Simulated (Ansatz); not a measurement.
This script makes an atomisation energy of CH8AlNSi, SMILES [CH3][Al]([NH2])[SiH3] with Ansatz 0.2.0, Python API.

`ch8alnsi.py`:
```python
"""Energy to split CH8AlNSi into its atoms."""

from collections import Counter

import ansatz as az


def total_energy(molecule, charge=0, unpaired=0):
    calc = molecule.calculation().basis(gaussian="def2-SVP").functional("cam_b3lyp")
    if charge:
        calc = calc.charge(charge)
    if unpaired:
        calc = calc.spin("collinear", total=unpaired)
    return calc.run(threads=1).report["free_energy_ev"]

GEOMETRY = """
C    -1.05500    1.69910    0.00250
Al   -0.08400    0.07430    0.35720
N     0.15120   -0.50590    2.14320
Si    0.88070   -1.16660   -1.43430
H    -1.98540    1.49610   -0.65240
H    -1.43800    2.20710    0.94790
H    -0.42680    2.46600   -0.54400
H    -0.16700   -1.45740    2.21240
H     1.21960   -0.56740    2.34170
H     1.74790   -0.34080   -2.17060
H    -0.29800   -1.61540   -2.28810
H     1.53170   -2.34430   -0.88150
"""


def main() -> None:
    ch8alnsi = az.Crystal.molecule()
    for line in GEOMETRY.strip().splitlines():
        symbol, *xyz = line.split()
        ch8alnsi = ch8alnsi.atom(symbol, [float(v) for v in xyz])

    # Hund ground states
    unpaired = {"C": 2, "Al": 1, "N": 3, "Si": 2, "H": 1}
    counts = Counter(site.symbol for site in ch8alnsi.cartesian_sites)
    atom_energy = {s: total_energy(az.Crystal.molecule().atom(s, (0, 0, 0)), 0, unpaired[s]) for s in counts}
    whole = total_energy(ch8alnsi, 0, 0)
    for s, e in atom_energy.items():
        print(f"{s:2s} x{counts[s]}  {e:14.5f} eV")
    print(f"CH8AlNSi: {whole:.5f} eV")
    split = sum(counts[s] * e for s, e in atom_energy.items()) - whole
    print(f"atomisation energy (no zero-point term): {split:.3f} eV, {split / sum(counts.values()):.3f} eV an atom")


if __name__ == "__main__":
    main()
```

What does it cost to take this molecule apart into atoms?

39.590 eV from the electronic energies, without the zero-point term.

What the script printed:

`python ch8alnsi.py` gives:
```text
C  x1     -1028.36030 eV
Al x1     -6592.82002 eV
N  x1     -1483.46350 eV
Si x1     -7871.66477 eV
H  x8       -13.54842 eV
CH8AlNSi: -17124.28623 eV
atomisation energy (no zero-point term): 39.590 eV, 3.299 eV an atom
```

Total energies depend on the basis set; only differences at equal settings carry meaning. The geometry is a force-field or estimated start, not a minimum of this method, and the basis set is short of its limit. All parts are taken at fixed geometry, without zero-point energy. Run time: 4.1 s on 1 thread of Arm Neoverse V2 (shared host), peak memory 0.28 GiB.
